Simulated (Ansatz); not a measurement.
I need a few random alloy cells with their mixing energies of Os-Ag random alloys. Use Ansatz 0.2.0 through its Python package. Settings (first run): PBEsol, PAW, cutoff 460 eV, Gaussian smearing of 0.1 eV.

`os_run.py`
```python
'''Random Os-Ag cells of 8 mixed sites, after relaxing cells and atoms.'''

from collections import Counter
import warnings

import ansatz as az
import numpy as np
from tabulate import tabulate


def fcc(A, a):
    return (
        az.Lattice.fcc(a)
        .space_group(225)
        .atom(A, (0, 0, 0))
        .primitive()
    )

A_FIRST, A_LAST = 3.82, 4.09


def run_phase(name, crystal):
    calc = (
        crystal.calculation()
        .functional('pbesol')
        .basis(460)
        .kpoints(spacing=0.33)
        .occupations('gaussian', width=0.1)
        .band_table()
    )
    calc = calc.relax(force_tolerance=0.02, max_steps=60, cell=True)
    return calc.run()


def volume_per_atom(outcome):
    return abs(np.linalg.det(outcome.lattice.cell_ang)) / len(outcome.lattice.sites)


def counts(outcome):
    return Counter(site.symbol for site in outcome.lattice.sites)


def main() -> None:
    warnings.simplefilter('ignore', az.DeckWarning)

    phases = {'Os': fcc('Os', A_FIRST), 'Ag': fcc('Ag', A_LAST)}
    for k in [4]:
        a = A_FIRST + (A_LAST - A_FIRST) * k / 8
        supercell = fcc('Os', a).supercell(2).resolved()
        for seed in [71]:
            drawn = supercell.site_disorder().occupy('Os', Os=8 - k, Ag=k).random(seed=seed)
            phases[f'Os{8 - k}Ag{k} seed {seed}'] = drawn.crystal

    done = {}
    for name, crystal in phases.items():
        done[name] = run_phase(name, crystal)
        print(f'{name}: {done[name].report["energy_sigma0_ev"]:.4f} eV, {len(done[name].lattice.sites)} atoms')

    # x is the share of the second element on the mixed sites; both end members stand on this same lattice
    x = {name: counts(o)['Ag'] / (counts(o)['Os'] + counts(o)['Ag']) for name, o in done.items()}
    first, last = min(x, key=x.get), max(x, key=x.get)
    energy = {name: o.report['energy_sigma0_ev'] / len(o.lattice.sites) for name, o in done.items()}
    volume = {name: volume_per_atom(o) for name, o in done.items()}
    rows = []
    for name in sorted(done, key=x.get):
        line = lambda table: (1 - x[name]) * table[first] + x[name] * table[last]
        rows.append((name, x[name], 1000 * (energy[name] - line(energy)), volume[name], 100 * (volume[name] / line(volume) - 1)))
    print(tabulate(rows, headers=['cell', 'x(Ag)', 'E_mix (meV/atom)', 'V (A^3/atom)', 'excess V (%)'], floatfmt='.4f', tablefmt='plain'))


if __name__ == '__main__':
    main()
```

Running `python os_run.py` prints:
```text
Os: -11250.9286 eV, 1 atoms
Ag: -7522.2678 eV, 1 atoms
Os4Ag4 seed 71: -75086.4719 eV, 8 atoms
cell              x(Ag)    E_mix (meV/atom)    V (A^3/atom)    excess V (%)
Os               0.0000              0.0000         13.9302          0.0000
Os4Ag4 seed 71   0.5000            789.2116         14.9748         -2.0109
Ag               1.0000              0.0000         16.6340          0.0000
```

What to keep in mind:
- Total energies depend on the potentials; only differences at equal settings carry meaning.
- The run is spin-unpolarised.
- Spin-orbit coupling, which matters for elements this heavy, is left out.
- Cells of eight mixed sites are far from the random limit, and both end members stand on the same lattice, which need not be their own. Differences under about 40 meV an atom lie within the error of mesh and functional.
- The cells are prototypes set up for this calculation and needn't exist.
- Wall time of the script: 59 s on 1 thread of Intel(R) Xeon(R) 6975P-C (Granite Rapids) (shared host), peak memory 0.68 GiB.
